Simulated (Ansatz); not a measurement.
# GeH6O2Si: one species, many methods

An exercise on one series of results from a longer session: the logs are not shown, and one member is left open.

Computed with Ansatz 0.2.0, Gaussian basis. Level: functionals in def2-TZVPP, the program's frozen cores in correlated methods.

Levels to be run: LDA (SPW92), PBE-D4, revPBE-D4, BLYP-D4, r2SCAN-D4, B97M-V, PBE0-D4, B3LYP-D4, r2SCANh-D4, r2SCAN0-D4, HSE06-D4, BHLYP-D4, CAM-B3LYP-D4, LC-ωPBE, ωB97X-V, ωB97M-V, B2PLYP, PBE-QIDH; CCSD(T)/def2-SVP; CCSD(T)/def2-TZVPP; MP2/def2-QZVPP; extrapolation to the limit; RPA on PBE.

**The geometry**

An earlier PBE0-D4 in a triple-zeta def2 set relaxation fixed the geometry.

SMILES `O[SiH2][O][GeH3]`, 10 atoms, charge 0, spin multiplicity 1.

Atoms are counted from 1 here; the program's logs count them from 0.

Bond lengths: O1–Si2 1.644 Å, O1–H5 0.958 Å, Si2–O3 1.628 Å, Si2–H6 1.484 Å, Si2–H7 1.482 Å, O3–Ge4 1.779 Å, Ge4–H8 1.536 Å, Ge4–H9 1.533 Å, Ge4–H10 1.538 Å. Angles: Si2–O1–H5 117.7°, O1–Si2–O3 112.9°, O1–Si2–H6 110.7°, O1–Si2–H7 104.1°, O3–Si2–H6 106.1°, O3–Si2–H7 110.8°, H6–Si2–H7 112.4°, Si2–O3–Ge4 133.2°, O3–Ge4–H8 108.0°, O3–Ge4–H9 105.7°, O3–Ge4–H10 108.6°, H8–Ge4–H9 111.4°, H8–Ge4–H10 111.2°, H9–Ge4–H10 111.7°.

The first run:

in.yaml reads:

```yaml
crystal:
  periodic: [false, false, false]
  atoms:
    - {symbol: O, position_ang: [-0.957040, 0.534300, -1.837007]}
    - {symbol: Si, position_ang: [-0.269605, 1.230989, -0.516561]}
    - {symbol: O, position_ang: [-0.183595, 0.224079, 0.759396]}
    - {symbol: Ge, position_ang: [0.677685, -1.306086, 1.047303]}
    - {symbol: H, position_ang: [-1.897208, 0.352534, -1.805933]}
    - {symbol: H, position_ang: [-1.065332, 2.399374, -0.065179]}
    - {symbol: H, position_ang: [1.086134, 1.615816, -0.975918]}
    - {symbol: H, position_ang: [-0.234980, -2.455391, 0.594712]}
    - {symbol: H, position_ang: [0.937524, -1.358047, 2.557236]}
    - {symbol: H, position_ang: [1.989317, -1.288868, 0.244948]}
basis:
  gaussian: {orbitals: def2-TZVPP}
hamiltonian: {xc: lda}
output: {orbitals: {seedname: orbitals}}
```

Started as:

```
ansatz run in.yaml --threads 4 --pin off --events-out ev --progress --plain --max-ram 10444MiB
```

Among the steps run: LDA; PBE-D4 (GGA); revPBE-D4 (GGA); BLYP-D4 (GGA); r2SCAN-D4 (meta-GGA); B97M-V (meta-GGA); B3LYP-D4 (hybrid); r2SCANh-D4 (hybrid); r2SCAN0-D4 (hybrid); HSE06-D4 (hybrid); BHLYP-D4 (hybrid); CAM-B3LYP-D4 (range-separated); LC-ωPBE (range-separated); ωB97X-V (range-separated); ωB97M-V (range-separated); B2PLYP (double hybrid); PBE-QIDH (double hybrid).

One table of the session follows, with a row left open; its other results are not shown here.

It belongs to the step «Frontier levels by functional». 

```
  functional  HOMO (eV)  gap (eV)
 LDA (SPW92)      -7.17      6.07
      PBE-D4      -7.11      6.30
   revPBE-D4      -7.07      6.40
     BLYP-D4          ?         ?
   r2SCAN-D4      -7.46      7.00
      B97M-V      -7.58      6.93
     PBE0-D4      -8.54      8.61
    B3LYP-D4      -8.34      8.16
  r2SCANh-D4      -7.99      7.83
  r2SCAN0-D4      -8.78      9.05
    HSE06-D4      -8.14      7.83
    BHLYP-D4      -9.93     10.85
CAM-B3LYP-D4      -9.97     11.00
     LC-ωPBE     -11.30     13.58
     ωB97X-V     -10.99     13.07
     ωB97M-V     -10.83     12.63
```

Estimate the missing values for BLYP-D4.

Worked estimate for «HOMO (eV)». Against the share of exact exchange, B3LYP-D4 (0.2, -8.34), BHLYP-D4 (0.5, -9.93) give a slope of -5.30 per unit share; at 0 the line stands at -7.28.

The run gave: HOMO (eV): -7.03; gap (eV): 6.33. In «HOMO (eV)» the line misses by -0.25.
